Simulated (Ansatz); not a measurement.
## BaAl₂Si₂, space group I4/mmm: a projected density of states, step by step

With the Ansatz DFT code, driven from Python.

The cells in order, each with its output:

**Cell 1**
```python
import warnings

import ansatz as az
from ase import Atoms
import numpy as np
```

**Cell 2**
```python
warnings.simplefilter('ignore', az.DeckWarning)
```

**Cell 3**
```python
atoms = Atoms(
    ['Ba', 'Al', 'Al', 'Si', 'Si'],
    scaled_positions=[
        [0.0, 0.0, 0.0],
        [0.25, 0.75, 0.5],
        [0.75, 0.25, 0.5],
        [0.358521, 0.358521, 0.0],
        [0.641479, 0.641479, 0.0],
    ],
    cell=[
        [-2.068397, 2.068397, 6.789366],
        [2.068397, -2.068397, 6.789366],
        [2.068397, 2.068397, -6.789366],
    ],
    pbc=True,
)
system = az.Crystal.from_ase(atoms)
```

**Cell 4**
```python
[site.symbol for site in system.resolved().sites]
```
Output:
```text
['Ba', 'Al', 'Al', 'Si', 'Si']
```

**Cell 5**
```python
setup = (
    system.calculation()
    .kpoints(7, 7, 7, center='gamma')
    .occupations('fermi_dirac', width=0.05)
    .functional(az.Functional.PBESOL)
    .basis(41 * az.Ry)
    .scf(extra_bands=16)
    .density_of_states(projected=True, method='smearing', broadening_width=0.15, energy_step=0.1)
)
history = []
res = setup.session().plan().execute(on_event=lambda event: history.append(event['data']['dr2_ev']) if event['event'] == 'scf_iter' else None)
report = res.report
```

**Cell 6**
```python
res.unlabelled_reasons
```
Output:
```text
['no_forces']
```

**Cell 7**
```python
print('density residual by iteration (eV):', ' '.join(f'{value:.1e}' for value in history[:40]))
```
Output:
```text
density residual by iteration (eV): 3.6e-02 2.0e-02 7.9e-04 4.9e-05 2.9e-06 1.0e-07 1.6e-08
```

**Cell 8**
```python
dos = res.density_of_states()
energy = np.asarray(dos.energies_ev) - dos.fermi_ev
curves = {}
for site in res.projected_density_of_states().sites:
    for shell in site.shells:
        weight = sum(np.sum(curve.g_bin_mean_per_ev, axis=0) for curve in shell.curves)
        name = f'{site.species} {shell.label}'
        curves[name] = curves.get(name, 0) + weight

print('E-EF   ' + ' '.join(f'{name:>8s}' for name in curves))
for e in np.arange(-10, 6 + 0.1, 1.0):
    print(f'{e:5.1f}  ' + ' '.join(f'{np.interp(e, energy, g):8.3f}' for g in curves.values()))
```
Output:
```text
E-EF      Ba 5S    Ba 6S    Ba 5P    Al 3S    Al 3P    Si 3S    Si 3P
-10.0     0.002    0.029    0.033    0.236    0.089    0.213    0.076
 -9.0     0.003    0.016    0.036    0.325    0.472    0.527    0.131
 -8.0     0.005    0.024    0.025    0.137    0.597    0.810    0.073
 -7.0     0.000    0.000    0.000    0.000    0.000    0.000    0.000
 -6.0     0.000    0.000    0.000    0.028    0.001    0.000    0.030
 -5.0     0.024    0.065    0.034    0.537    0.582    0.186    0.863
 -4.0     0.014    0.094    0.022    0.191    0.330    0.232    0.674
 -3.0     0.003    0.017    0.014    0.051    0.458    0.103    0.632
 -2.0     0.006    0.105    0.028    0.042    0.574    0.047    1.469
 -1.0     0.004    0.062    0.020    0.097    0.406    0.205    2.119
  0.0     0.001    0.004    0.004    0.047    0.117    0.035    0.962
  1.0     0.004    0.294    0.010    0.473    0.605    0.198    0.459
  2.0     0.002    0.079    0.020    0.639    1.189    0.188    0.906
  3.0     0.001    0.029    0.004    0.286    0.632    0.091    0.443
  4.0     0.008    0.247    0.004    0.180    0.650    0.164    0.333
  5.0     0.005    0.174    0.004    0.174    0.817    0.168    0.439
  6.0     0.005    0.096    0.003    0.105    0.661    0.060    0.453
```

Notes:
- The mesh is modest for a metal, so energies can be off by several to tens of meV an atom and pressures by half a GPa or more; differences at equal mesh fare better.
- The empty d shell of the heavier alkali and alkaline-earth atoms, which makes much of a conduction band, may have no channel.
- The structure comes from a database of computed cells and needn't be a stable or known phase.
- Curves are summed over the cell's atoms. Only shells that the potentials hold have channels, so projections don't add up to the total, least of all where a shell is missing (p of most metals); heights and places of peaks move with the mesh.
- The computed bands are complete only to about 6.9 eV above the Fermi level; beyond that the density of states is undercounted.
- Hardware and time: 14 s on 1 thread of Arm Neoverse V1 (shared host), peak memory 0.53 GiB.
